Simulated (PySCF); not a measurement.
# One shape, several levels: triplet InSiNH6

Aim: a comparison of 6 runs (U-r2SCAN/def2-SVP, U-revPBE/def2-SVP, UM06-2X/def2-SVP, UM06-L/def2-SVP, USVWN5/def2-SVP, UTPSS/def2-SVP) of triplet InSiNH6. Input form: a Python script.

The results are computed with PySCF 2.14.0.

## 1. The system as given

The species is InSiNH6 (9 atoms), meant as a triplet with charge 0. SMILES of the parent species: `N[SiH2][InH2]`. The coordinates come from a PBE0-D4/def2-TZVP relaxation. This is one conformer, not always the lowest. That shape belongs to the parent species and isn't relaxed for this state.

Bond lengths: N1–Si2 1.729 Å, Si2–In3 2.572 Å, N1–H4 1.007 Å, N1–H5 1.008 Å, Si2–H6 1.491 Å, Si2–H7 1.501 Å, In3–H8 1.735 Å, In3–H9 1.730 Å. Some angles: N1–Si2–In3 109.0°, N1–Si2–H6 107.5°, N1–Si2–H7 115.0°, In3–Si2–H6 111.6°, In3–Si2–H7 108.8°, Si2–N1–H4 119.3°, Si2–N1–H5 120.1°, Si2–In3–H8 120.6°, Si2–In3–H9 122.7°, H6–Si2–H7 104.9°.

## 2. A single-point energy at U-r2SCAN/def2-SVP (core potential) (run 1)

calc.py

```python
from pyscf import gto, dft

mol = gto.Mole()
mol.atom = '''
N   -0.891500   0.591400  -1.336400
Si   0.373800   0.744000  -0.168700
In   0.267200  -1.255400   1.446100
H   -1.095600  -0.314200  -1.726600
H   -1.035700   1.316000  -2.022500
H    0.170000   2.036500   0.545200
H    1.758900   0.832100  -0.740700
H   -0.551200  -2.716800   0.991900
H    1.004100  -1.233700   3.011600
'''
mol.max_memory = 1860
mol.charge = 0
mol.basis = 'def2-svp'
mol.ecp = {'In': 'def2-svp'}
mol.verbose = 3
mol.spin = 2
mol.build()

mf = dft.UKS(mol, xc='r2scan')
mf.conv_tol = 1e-10
mf.grids.level = 5
mf.kernel()
if not mf.converged:
    mf = mf.newton().run(mf.mo_coeff, mf.mo_occ)

e_final = mf.e_tot
print('E(%s) = %.9f' % ('R2SCAN', e_final))
```

Started as:

```
OMP_NUM_THREADS=1 python calc.py
```

The program printed:

```text
<dir> SyntaxWarning: invalid escape sequence '\W'
  S = {(paw_set(r)[0], bool(re.search(r"spin_orbit\W+true|paw_fr", str((r.get("files") or {}).get("input") or "")) or re.search("(?i)spin.orbit\W+(value\W+)?(true|yes)|value\W+spin-orbit", json.dumps(r.get("inputs"), default=str)))) for r in records}

WARN: HOMO -0.515253359730586 >= LUMO -0.5815816511891

WARN: HOMO 0.0611656676153443 >= LUMO 0.0513566374957222

WARN: HOMO -0.100795343192139 >= LUMO -0.149592266683136

WARN: HOMO -0.115099124027459 >= LUMO -0.200474034130975

WARN: HOMO -0.105200669185592 >= LUMO -0.215687852288271

WARN: HOMO -0.114130696481077 >= LUMO -0.225470939594092

WARN: HOMO -0.114731290094561 >= LUMO -0.225184452825703

WARN: HOMO -0.113976729356509 >= LUMO -0.222619494666461

WARN: HOMO -0.117041092479013 >= LUMO -0.222563442833944

WARN: HOMO -0.117693479598422 >= LUMO -0.221185180096676

WARN: HOMO -0.117417118246316 >= LUMO -0.220892965901247

WARN: HOMO -0.117774029960806 >= LUMO -0.22079673059346

WARN: HOMO -0.117679085572775 >= LUMO -0.220726913080861

WARN: HOMO -0.117691692089778 >= LUMO -0.220742175902345

WARN: HOMO -0.117673070975329 >= LUMO -0.220794100514627

WARN: HOMO -0.11765181652612 >= LUMO -0.220779231256308

WARN: HOMO -0.117657950354328 >= LUMO -0.220776933087265

WARN: HOMO -0.117653293710617 >= LUMO -0.220774354250845

WARN: HOMO -0.117655034608838 >= LUMO -0.220773630813987

WARN: HOMO -0.117655107374311 >= LUMO -0.220772990289374

WARN: HOMO -0.117655019896056 >= LUMO -0.220773202025088

converged SCF energy = -537.726200361164  <S^2> = 2.0053874  2S+1 = 3.0035895
E(R2SCAN) = -537.726200361
```

Run time: 2.5 min. Hardware: 1 thread of Arm Neoverse V2, shared host; peak memory 0.51 GiB.

## 3. The energy at U-revPBE/def2-SVP (core potential) (run 2)

start.xyz

```xyz
9
H6InNSi
N     -0.891500     0.591400    -1.336400
Si     0.373800     0.744000    -0.168700
In     0.267200    -1.255400     1.446100
H     -1.095600    -0.314200    -1.726600
H     -1.035700     1.316000    -2.022500
H      0.170000     2.036500     0.545200
H      1.758900     0.832100    -0.740700
H     -0.551200    -2.716800     0.991900
H      1.004100    -1.233700     3.011600
```

input.py

```python
from pyscf import gto, dft

mol = gto.M(
    atom='start.xyz',
    basis='def2-svp',
    ecp={'In': 'def2-svp'},
    spin=2,
    verbose=4,
    max_memory=1860,
)

calc0 = dft.UKS(mol)
calc0.xc = 'revpbe'
calc0.grids.level = 5
calc0.conv_tol = 1e-10
calc0.kernel()
if not calc0.converged:
    calc0 = calc0.newton().run(calc0.mo_coeff, calc0.mo_occ)

energy = calc0.e_tot
print(f'total energy: {energy:.8f} hartree')
```

Started as:

```
OMP_NUM_THREADS=1 python input.py
```

The program printed:

```text
<dir> SyntaxWarning: invalid escape sequence '\W'
  S = {(paw_set(r)[0], bool(re.search(r"spin_orbit\W+true|paw_fr", str((r.get("files") or {}).get("input") or "")) or re.search("(?i)spin.orbit\W+(value\W+)?(true|yes)|value\W+spin-orbit", json.dumps(r.get("inputs"), default=str)))) for r in records}

PySCF version 2.14.0

[... 72 lines left out ...]
[... the frontier-level lines of each cycle are left out ...]
[... 23 lines left out ...]
[... 23 lines left out ...]
[... 23 lines left out ...]
[... 23 lines left out ...]
[... 1 line left out ...]
cycle= 19 E= -537.686379718822  delta_E= -1.77e-10  |g|= 2.48e-06  |ddm|= 3.05e-05


cycle= 20 E= -537.686379718829  delta_E= -6.93e-12  |g|= 1.27e-06  |ddm|= 7.24e-06


Extra cycle  E= -537.686379718816  delta_E= 1.31e-11  |g|= 4.43e-06  |ddm|= 1.02e-05
converged SCF energy = -537.686379718816  <S^2> = 2.0027557  2S+1 = 3.0018365
total energy: -537.68637972 hartree
```

Wall time 57 s (1 thread of Arm Neoverse V2, shared host); peak memory 0.47 GiB.

Run 3 isn't shown in full; the table further down has it.

## 4. The energy at UM06-L/def2-SVP (core potential) (run 4)

geometry.xyz

```xyz
9

N     -0.891500     0.591400    -1.336400
Si     0.373800     0.744000    -0.168700
In     0.267200    -1.255400     1.446100
H     -1.095600    -0.314200    -1.726600
H     -1.035700     1.316000    -2.022500
H      0.170000     2.036500     0.545200
H      1.758900     0.832100    -0.740700
H     -0.551200    -2.716800     0.991900
H      1.004100    -1.233700     3.011600
```

job.py

```python
from pyscf import gto, dft

mol = gto.Mole()
mol.atom = 'geometry.xyz'
mol.ecp = {'In': 'def2-svp'}
mol.basis = 'def2-svp'
mol.verbose = 3
mol.max_memory = 1860
mol.spin = 2
mol.build()

calc0 = dft.UKS(mol)
calc0.xc = 'm06-l'
calc0.conv_tol = 1e-10
calc0.grids.level = 5
calc0.kernel()
if not calc0.converged:
    calc0 = calc0.newton().run(calc0.mo_coeff, calc0.mo_occ)

energy = calc0.e_tot
print('E(%s) = %.9f' % ('M06-L', energy))
```

Started as:

```
OMP_NUM_THREADS=1 python job.py
```

The program printed:

```text
<dir> SyntaxWarning: invalid escape sequence '\W'
  S = {(paw_set(r)[0], bool(re.search(r"spin_orbit\W+true|paw_fr", str((r.get("files") or {}).get("input") or "")) or re.search("(?i)spin.orbit\W+(value\W+)?(true|yes)|value\W+spin-orbit", json.dumps(r.get("inputs"), default=str)))) for r in records}

WARN: HOMO -0.514177426326931 >= LUMO -0.574447782884041

WARN: HOMO 0.0887403240406844 >= LUMO 0.0293997344688359

WARN: HOMO -0.0472870931915666 >= LUMO -0.189660321362551

WARN: HOMO -0.119269503643987 >= LUMO -0.222936726560601

WARN: HOMO -0.104689743845896 >= LUMO -0.215413129529589

WARN: HOMO -0.0912316069667582 >= LUMO -0.219163636198322

WARN: HOMO -0.0925909121973447 >= LUMO -0.224670420031108

WARN: HOMO -0.0975137590229664 >= LUMO -0.22338021902665

WARN: HOMO -0.0985669639763884 >= LUMO -0.222698059535517

WARN: HOMO -0.100278227954099 >= LUMO -0.221921628372838

WARN: HOMO -0.100488558812536 >= LUMO -0.221537686681083

WARN: HOMO -0.100692104652197 >= LUMO -0.22146005940101

WARN: HOMO -0.100720336778565 >= LUMO -0.221441238125781

WARN: HOMO -0.100705586404224 >= LUMO -0.221437692228137

WARN: HOMO -0.100708508034067 >= LUMO -0.221447222536539

WARN: HOMO -0.100706054719957 >= LUMO -0.221444470895057

WARN: HOMO -0.100708127293487 >= LUMO -0.22144557379649

WARN: HOMO -0.100706879163916 >= LUMO -0.22144610711869

WARN: HOMO -0.100706774226907 >= LUMO -0.221445841630316

WARN: HOMO -0.100706910671406 >= LUMO -0.221445861424981

converged SCF energy = -537.839235503961  <S^2> = 2.0029214  2S+1 = 3.001947
E(M06-L) = -537.839235504
```

Run time: 1.9 min. Hardware: 1 thread of Arm Neoverse V2, shared host; peak memory 0.51 GiB.

Run 5 isn't shown in full; the table further down has it.

## 5. The energy at UTPSS/def2-SVP (core potential) (run 6)

calc.py

```python
from pyscf import gto, dft

system = gto.Mole()
system.atom = [
    ('N', (-0.891500, 0.591400, -1.336400)),
    ('Si', (0.373800, 0.744000, -0.168700)),
    ('In', (0.267200, -1.255400, 1.446100)),
    ('H', (-1.095600, -0.314200, -1.726600)),
    ('H', (-1.035700, 1.316000, -2.022500)),
    ('H', (0.170000, 2.036500, 0.545200)),
    ('H', (1.758900, 0.832100, -0.740700)),
    ('H', (-0.551200, -2.716800, 0.991900)),
    ('H', (1.004100, -1.233700, 3.011600)),
]
system.verbose = 3
system.ecp = {'In': 'def2-svp'}
system.basis = 'def2-svp'
system.spin = 2
system.max_memory = 1860
system.build()

mf = dft.UKS(system, xc='tpss')
mf.grids.level = 5
mf.conv_tol = 1e-10
mf.kernel()
if not mf.converged:
    mf = mf.newton().run(mf.mo_coeff, mf.mo_occ)

energy = mf.e_tot
print('E(%s) = %.9f' % ('TPSS', energy))
```

Started as:

```
OMP_NUM_THREADS=1 python calc.py
```

The program printed:

```text
<dir> SyntaxWarning: invalid escape sequence '\W'
  S = {(paw_set(r)[0], bool(re.search(r"spin_orbit\W+true|paw_fr", str((r.get("files") or {}).get("input") or "")) or re.search("(?i)spin.orbit\W+(value\W+)?(true|yes)|value\W+spin-orbit", json.dumps(r.get("inputs"), default=str)))) for r in records}

WARN: HOMO -0.510108309643384 >= LUMO -0.578371910013312

WARN: HOMO 0.0609474653223507 >= LUMO 0.0515807499753507

WARN: HOMO -0.0946949519707232 >= LUMO -0.164734828790095

WARN: HOMO -0.113350445305576 >= LUMO -0.19836298236925

WARN: HOMO -0.100499050445009 >= LUMO -0.217655293388036

WARN: HOMO -0.10581916814775 >= LUMO -0.222363115122566

WARN: HOMO -0.105193976825142 >= LUMO -0.223604128812868

WARN: HOMO -0.103892640045039 >= LUMO -0.223190661238632

WARN: HOMO -0.107168236165101 >= LUMO -0.224283084141899

WARN: HOMO -0.107909635217091 >= LUMO -0.223329495201591

WARN: HOMO -0.10715109364758 >= LUMO -0.223191874988168

WARN: HOMO -0.107360220497327 >= LUMO -0.223244991072601

WARN: HOMO -0.107331872175763 >= LUMO -0.223249028895789

WARN: HOMO -0.107294605536325 >= LUMO -0.223257925247896

WARN: HOMO -0.107296006857673 >= LUMO -0.223277646404092

WARN: HOMO -0.107283306875225 >= LUMO -0.22327358417399

WARN: HOMO -0.107286805342852 >= LUMO -0.223273080974266

WARN: HOMO -0.107285991543463 >= LUMO -0.223272489519106

WARN: HOMO -0.107286287724271 >= LUMO -0.223271780039857

WARN: HOMO -0.107287448797379 >= LUMO -0.223272261512794

converged SCF energy = -537.673734454043  <S^2> = 2.0031558  2S+1 = 3.0021031
E(TPSS) = -537.673734454
```

It took 1.9 min on 1 thread of Arm Neoverse V2, shared host; peak memory 0.51 GiB.

## 6. The series

| run | level | energy (Eh) | dipole moment (D) | HOMO energy (eV) | ⟨S²⟩ | wall time |
| --- | --- | --- | --- | --- | --- | --- |
| 1 | U-r2SCAN/def2-SVP (core potential) | -537.726200 | 4.64 | -3.20 | 2.005 | 2.5 min |
| 2 | U-revPBE/def2-SVP (core potential) | -537.686380 | 4.73 | -2.84 | 2.003 | 57 s |
| 3 | UM06-2X/def2-SVP (core potential) | -537.579833 | 4.56 | -4.58 | 2.004 | 3.3 min |
| 4 | UM06-L/def2-SVP (core potential) | -537.839236 | 4.42 | -2.74 | 2.003 | 1.9 min |
| 5 | USVWN5/def2-SVP (core potential) | -535.747582 | 4.90 | -2.89 | 2.001 | 29 s |
| 6 | UTPSS/def2-SVP (core potential) | -537.673734 | 4.80 | -2.92 | 2.003 | 1.9 min |

## 7. Summary of results

```
                                 quantity          value
                      run 6: total energy  -537.67373 Eh
                     run 6: dipole moment         4.80 D
run 6: HOMO energy (highest over α and β)       -2.92 eV
                              run 6: ⟨S²⟩          2.003
```

What this shows: The dipole moment (its size) runs from 4.42 D (UM06-L/def2-SVP) to 4.90 D (USVWN5/def2-SVP). Totals of different functionals can't be ranked against each other. All runs together took 11 min, the longest 3.3 min.
